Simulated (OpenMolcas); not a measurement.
# Nb⁴⁺ among point charges: CASSCF and CASPT2 levels and susceptibility

How does a field of 3 point charges split the states of Nb⁴⁺, and what χT follows?

Method: state-averaged CASSCF and CASPT2, spin-orbit coupling by RASSI with atomic mean-field integrals. Code: OpenMolcas 26.06.

## Step 1: The system

* Species: Nb⁴⁺ (niobium, Z = 41, 37 electrons)
* Basis: ANO-RCC-VDZP [6s5p3d1f], 43 functions
* Scalar Hamiltonian: DKH2, point nucleus
* Inactive shells: 1s 2s 2p 3s 3p 3d 4s 4p
* Active space: 1 electron in 5 orbitals (4d)
* Some configurations of this space: 4d
* Orbitals: optimised for each spin and parity, averaged over all roots

The outer shells:

4d
```
4d [↑ ][  ][  ][  ][  ]
```

The ion sits among 3 point charges of -2 e arranged as a planar triangle (D3h), 2.2 Å from the ion.

The work runs as a chain of OpenMolcas steps in one folder; each step below is one input file. Labels, J, g values, rates, χT and fits are worked out afterwards by a script from the matrices that RASSI stores.

## Step 2: GATEWAY and SEWARD: basis and integrals

The input, a.inp:

```
&GATEWAY
Coord
1

Nb 0.0 0.0 0.0
Basis=ANO-RCC-VDZP
Group=NoSym
NoMove
AngMom=0.0 0.0 0.0
AMFI
XField
3 Angstrom 0
2.200000 0.000000 0.000000 -2.000000
-1.100000 1.905256 0.000000 -2.000000
-1.100000 -1.905256 0.000000 -2.000000
&SEWARD
```

Run with:

```console
> OMP_NUM_THREADS=1 MOLCAS_MEM=1689 MOLCAS_PROJECT=a pymolcas a.inp > a.log
```

## Step 3: CASSCF: doublets, 5 roots

The input, a.inp:

```
&RASSCF
FileOrb=start.orb
Symmetry=1
Spin=2
nActEl=1 0 0
Inactive=18
Ras2=5
CIRoot=5 5 1
SDav=5
CIMx=300
Iter=120 100
PrWF=0.3
OrbListing=Nothing
MaxOrb=0
>>> COPY $Project.JobIph JOB001
```

start.orb holds the contracted functions of the basis, ordered by shell, or the orbitals of the step before.

## Step 4: RASSI: spin-orbit coupling between the states

The input, a.inp:

```
&RASSI
NrOfJobIphs=1 5
1 2 3 4 5
IphNames
JOB001
EJob
SpinOrbit
DIPRint=1.0
SOCoupling=1000.0
Subsets=2
Property=9
'ANGMOM' 1 'ANGMOM' 2 'ANGMOM' 3 'MLTPL  1' 1 'MLTPL  1' 2 'MLTPL  1' 3
'AMFI' 1 'AMFI' 2 'AMFI' 3
SOProperty=3
'ANGMOM' 1 'ANGMOM' 2 'ANGMOM' 3
```

## Step 5: CASPT2: IPEA 0.25, imaginary shift 0.1 (closed shells correlated: 4s 4p)

The input, a.inp:

```
>>> COPY JOB001 $Project.JobIph
&CASPT2
Multistate=5 1 2 3 4 5
NoMult
Frozen=14
IPEA=0.25
Imaginary=0.1
MaxIter=60
WThr=0.0 0.3 0.05
PrWF=0.5
NoMix
```

(Steps that only read results are left out.)

Q: Predict the outcome of this session. Wanted: spin-free ground state; first state of the same spin within the active space; lowest level; next level.

**Answer**, as computed:

| quantity | value |
| --- | --- |
| method | SS-CASPT2, IPEA 0.25, imaginary shift 0.1 (closed shells correlated: 4s 4p) |
| spin-free ground state | 2A1, 1-fold in its orbital part |
| first state of the same spin within the active space | 2E at 3140 cm⁻¹ |
| lowest level | 2-fold E1/2, g = 0.60, 0.60, 1.86 |
| next level | 3258.2 cm⁻¹ |
| χT at 300 K | 0.21 cm³ K/mol |
| effective moment at 300 K | 1.29 μB |

Cost by method:

```csv
method,time of its own steps,time with the reference
A. CASSCF,2.4 s,2.4 s
"B. SS-CASPT2, IPEA 0.25, imaginary shift 0.1, +4s 4p",0.9 s,3.3 s
```

Times are of one thread on a shared host.

In words: The spin-free ground state (2A1) comes to 100 % from free-ion D terms and keeps the highest spin of the shell. χT at 300 K is 0.21, against 0.38 cm³ K/mol for the spin alone, so orbital moment lowers it. CASPT2 does not keep the components of a term degenerate, and the means are used. The field of point charges can differ much from that of real complexes. Point charges carry no covalency, so the field is a model and not that of real ligands.
